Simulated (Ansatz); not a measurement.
# CH7NO3Zr: a ladder of functionals and wavefunction methods

An exercise on one series of results from a longer session: the logs are not shown, and one member is left open.

Computed with Ansatz 0.2.0, Gaussian basis. Level: functionals in def2-TZVPP, the program's frozen cores in correlated methods.

Plan: LDA (SPW92), PBE-D4, revPBE-D4, BLYP-D4, r2SCAN-D4, B97M-V, PBE0-D4, B3LYP-D4, r2SCANh-D4, r2SCAN0-D4, HSE06-D4, BHLYP-D4, CAM-B3LYP-D4, LC-ωPBE, ωB97X-V, ωB97M-V, B2PLYP, PBE-QIDH; CCSD(T)/def2-SVP; MP2/def2-TZVPP; MP2/def2-QZVPP; RPA on PBE.

### Structure used throughout

An earlier PBE0-D4 in a triple-zeta def2 set relaxation fixed the geometry. Zr takes the def2 core potential; no spin-orbit term is included.

SMILES `C[NH][Zr]([OH])([OH])[OH]`, 13 atoms, charge 0, spin multiplicity 1.

Atoms are counted from 1 here; the program's logs count them from 0.

Bond lengths: C1–N2 1.447 Å, C1–H7 1.094 Å, C1–H8 1.098 Å, C1–H9 1.097 Å, N2–Zr3 2.034 Å, N2–H10 1.012 Å, Zr3–O4 1.946 Å, Zr3–O5 1.937 Å, Zr3–O6 1.939 Å, O4–H11 0.953 Å, O5–H12 0.952 Å, O6–H13 0.952 Å. Angles: N2–C1–H7 110.0°, N2–C1–H8 112.6°, N2–C1–H9 112.4°, H7–C1–H8 107.1°, H7–C1–H9 106.8°, H8–C1–H9 107.7°, C1–N2–Zr3 128.4°, C1–N2–H10 111.5°, Zr3–N2–H10 120.1°, N2–Zr3–O4 110.6°, N2–Zr3–O5 106.2°, N2–Zr3–O6 106.6°, O4–Zr3–O5 109.1°, O4–Zr3–O6 108.3°, O5–Zr3–O6 115.9°, Zr3–O4–H11 149.4°, Zr3–O5–H12 156.3°, Zr3–O6–H13 157.6°.

Geometry (Å):

```csv
atom,x (Å),y (Å),z (Å)
C1,1.26108,-1.32638,1.07348
N2,0.94612,-0.61271,-0.14522
Zr3,-0.57947,0.68887,-0.48807
O4,-2.20065,-0.27046,-0.97672
O5,-0.02325,1.79505,-1.97772
O6,-0.90188,1.61844,1.18260
H7,0.55764,-1.04591,1.86271
H8,1.19445,-2.41551,0.95402
H9,2.26565,-1.09178,1.44720
H10,1.61679,-0.81347,-0.87642
H11,-2.64511,-1.09563,-1.14827
H12,-0.13782,2.38982,-2.71249
H13,-1.35353,2.17966,1.80490
```

Set-up of the first run:

Input file in.yaml:

```yaml
crystal:
  periodic: [false, false, false]
  atoms:
    - {symbol: C, position_ang: [1.261080, -1.326382, 1.073480]}
    - {symbol: N, position_ang: [0.946125, -0.612712, -0.145219]}
    - {symbol: Zr, position_ang: [-0.579468, 0.688872, -0.488071]}
    - {symbol: O, position_ang: [-2.200653, -0.270458, -0.976725]}
    - {symbol: O, position_ang: [-0.023250, 1.795052, -1.977718]}
    - {symbol: O, position_ang: [-0.901876, 1.618444, 1.182597]}
    - {symbol: H, position_ang: [0.557637, -1.045911, 1.862709]}
    - {symbol: H, position_ang: [1.194450, -2.415506, 0.954023]}
    - {symbol: H, position_ang: [2.265648, -1.091778, 1.447197]}
    - {symbol: H, position_ang: [1.616787, -0.813473, -0.876421]}
    - {symbol: H, position_ang: [-2.645114, -1.095629, -1.148266]}
    - {symbol: H, position_ang: [-0.137822, 2.389817, -2.712490]}
    - {symbol: H, position_ang: [-1.353534, 2.179661, 1.804905]}
basis:
  gaussian: {orbitals: def2-TZVPP}
hamiltonian: {xc: lda}
output: {orbitals: {seedname: orbitals}}
```

Run with:

```
$ ansatz run in.yaml --threads 4 --pin off --events-out ev --progress --plain --max-ram 11315MiB
```

Among the steps run: LDA; PBE-D4 (GGA); revPBE-D4 (GGA); BLYP-D4 (GGA); r2SCAN-D4 (meta-GGA); B97M-V (meta-GGA); B3LYP-D4 (hybrid); r2SCANh-D4 (hybrid); r2SCAN0-D4 (hybrid); HSE06-D4 (hybrid); BHLYP-D4 (hybrid); CAM-B3LYP-D4 (range-separated); LC-ωPBE (range-separated); ωB97X-V (range-separated); ωB97M-V (range-separated); B2PLYP (double hybrid); PBE-QIDH (double hybrid).

One of the session's tables, all rows but one given; the rest of the session is left out.

It belongs to the step «Frontier levels by functional». 

| functional | HOMO (eV) | gap (eV) |
| --- | --- | --- |
| LDA (SPW92) | -5.27 | 4.40 |
| PBE-D4 | -5.12 | 4.39 |
| revPBE-D4 | -5.05 | 4.37 |
| BLYP-D4 | -5.01 | 4.27 |
| r2SCAN-D4 | -5.36 | 5.05 |
| B97M-V | -5.44 | 4.78 |
| PBE0-D4 | -6.44 | 6.38 |
| B3LYP-D4 | -6.22 | 5.87 |
| r2SCANh-D4 | -5.86 | 5.84 |
| r2SCAN0-D4 | -6.62 | 6.91 |
| HSE06-D4 | -6.04 | 5.65 |
| BHLYP-D4 | -7.69 | 8.06 |
| CAM-B3LYP-D4 | -7.83 | 8.33 |
| LC-ωPBE | -9.17 | 10.67 |
| ωB97X-V | ? | ? |
| ωB97M-V | -8.75 | 9.56 |

Estimate the missing values for ωB97X-V.

**Answer.** HOMO (eV): -8.83; gap (eV): 10.20. In the column «HOMO (eV)» it lies between LC-ωPBE (-9.17) and ωB97M-V (-8.75).
